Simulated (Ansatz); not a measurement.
# C₂H₈OSSi: up Jacob's ladder to CCSD(T)

One table from this session's results is given with a row withheld; the runs are named, their logs left out.

Method: functionals in def2-TZVPP, the program's frozen cores in correlated methods; program: Ansatz 0.2.0, Gaussian basis.

The runs, in order: LDA (SPW92), PBE-D4, revPBE-D4, BLYP-D4, r2SCAN-D4, B97M-V, PBE0-D4, B3LYP-D4, r2SCANh-D4, r2SCAN0-D4, HSE06-D4, BHLYP-D4, CAM-B3LYP-D4, LC-ωPBE, ωB97X-V, ωB97M-V, B2PLYP, PBE-QIDH; CCSD(T)/def2-SVP; CCSD(T)/def2-TZVPP; MP2/def2-QZVPP; extrapolation to the limit; RPA on PBE.

### The geometry

All runs share one geometry, relaxed beforehand with PBE0-D4 in a triple-zeta def2 set.

SMILES `CO[SiH2]SC`, 13 atoms, charge 0, spin multiplicity 1.

Atoms are counted from 1 here; the program's logs count them from 0.

Bond lengths: C1–O2 1.411 Å, C1–H6 1.095 Å, C1–H7 1.096 Å, C1–H8 1.091 Å, O2–Si3 1.640 Å, Si3–S4 2.121 Å, Si3–H9 1.481 Å, Si3–H10 1.487 Å, S4–C5 1.818 Å, C5–H11 1.089 Å, C5–H12 1.090 Å, C5–H13 1.089 Å. Angles: O2–C1–H6 111.4°, O2–C1–H7 111.3°, O2–C1–H8 108.1°, H6–C1–H7 108.5°, H6–C1–H8 108.9°, H7–C1–H8 108.6°, C1–O2–Si3 123.0°, O2–Si3–S4 113.3°, O2–Si3–H9 104.2°, O2–Si3–H10 111.6°, S4–Si3–H9 111.0°, S4–Si3–H10 104.2°, H9–Si3–H10 112.7°, Si3–S4–C5 99.4°, S4–C5–H11 106.9°, S4–C5–H12 110.8°, S4–C5–H13 111.1°, H11–C5–H12 109.0° and more.

The first run:

The input, in.yaml:

```yaml
crystal:
  periodic: [false, false, false]
  atoms:
    - {symbol: C, position_ang: [-1.458353, 0.763288, 1.352323]}
    - {symbol: O, position_ang: [-0.544066, 1.242139, 0.390507]}
    - {symbol: Si, position_ang: [1.019759, 0.752975, 0.322092]}
    - {symbol: S, position_ang: [1.233627, -1.331128, -0.005787]}
    - {symbol: C, position_ang: [0.502588, -1.445439, -1.666706]}
    - {symbol: H, position_ang: [-1.550720, -0.326977, 1.306581]}
    - {symbol: H, position_ang: [-1.152305, 1.044275, 2.366343]}
    - {symbol: H, position_ang: [-2.432348, 1.209717, 1.146496]}
    - {symbol: H, position_ang: [1.594771, 1.527685, -0.801510]}
    - {symbol: H, position_ang: [1.726423, 0.994330, 1.607778]}
    - {symbol: H, position_ang: [0.556310, -2.491527, -1.965809]}
    - {symbol: H, position_ang: [1.064961, -0.842865, -2.379678]}
    - {symbol: H, position_ang: [-0.540147, -1.131174, -1.657830]}
basis:
  gaussian: {orbitals: def2-TZVPP}
hamiltonian: {xc: lda}
output: {orbitals: {seedname: orbitals}}
```

Command:

```
$ ansatz run in.yaml --threads 2 --pin off --events-out ev --progress --plain --max-ram 32768MiB --backend cuda --devices 0, --max-vram 18GiB
```

Steps of the session up to this table: LDA; PBE-D4 (GGA); revPBE-D4 (GGA); BLYP-D4 (GGA); r2SCAN-D4 (meta-GGA); B97M-V (meta-GGA); B3LYP-D4 (hybrid); r2SCANh-D4 (hybrid); r2SCAN0-D4 (hybrid); HSE06-D4 (hybrid); BHLYP-D4 (hybrid); CAM-B3LYP-D4 (range-separated); LC-ωPBE (range-separated); ωB97X-V (range-separated); ωB97M-V (range-separated); B2PLYP (double hybrid); PBE-QIDH (double hybrid).

One of the session's tables, all rows but one given; the rest of the session is left out.

It belongs to the step «Frontier levels by functional». 

| functional | HOMO (eV) | LUMO (eV) | gap (eV) |
| --- | --- | --- | --- |
| LDA (SPW92) | -5.97 | -0.73 | 5.23 |
| PBE-D4 | -5.85 | -0.52 | 5.33 |
| revPBE-D4 | -5.80 | -0.42 | 5.38 |
| BLYP-D4 | -5.68 | -0.40 | 5.28 |
| r2SCAN-D4 | -6.10 | -0.18 | 5.93 |
| B97M-V | -6.24 | -0.34 | 5.90 |
| PBE0-D4 | -7.06 | 0.41 | 7.47 |
| B3LYP-D4 | -6.81 | 0.17 | 6.98 |
| r2SCANh-D4 | ? | ? | ? |
| r2SCAN0-D4 | -7.23 | 0.63 | 7.86 |
| HSE06-D4 | -6.66 | 0.03 | 6.69 |
| BHLYP-D4 | -8.13 | 1.30 | 9.43 |
| CAM-B3LYP-D4 | -8.37 | 1.42 | 9.79 |
| LC-ωPBE | -9.77 | 2.64 | 12.42 |
| ωB97X-V | -9.42 | 2.46 | 11.88 |
| ωB97M-V | -9.26 | 2.16 | 11.42 |

Estimate the missing values for r2SCANh-D4.

Worked estimate for «HOMO (eV)». Against the share of exact exchange, r2SCAN-D4 (0, -6.10), r2SCAN0-D4 (0.25, -7.23) give a slope of -4.52 per unit share; at 0.1 the line stands at -6.55.

The run gave: HOMO (eV): -6.55; LUMO (eV): 0.16; gap (eV): 6.71. In «HOMO (eV)» the line misses by 0.00.
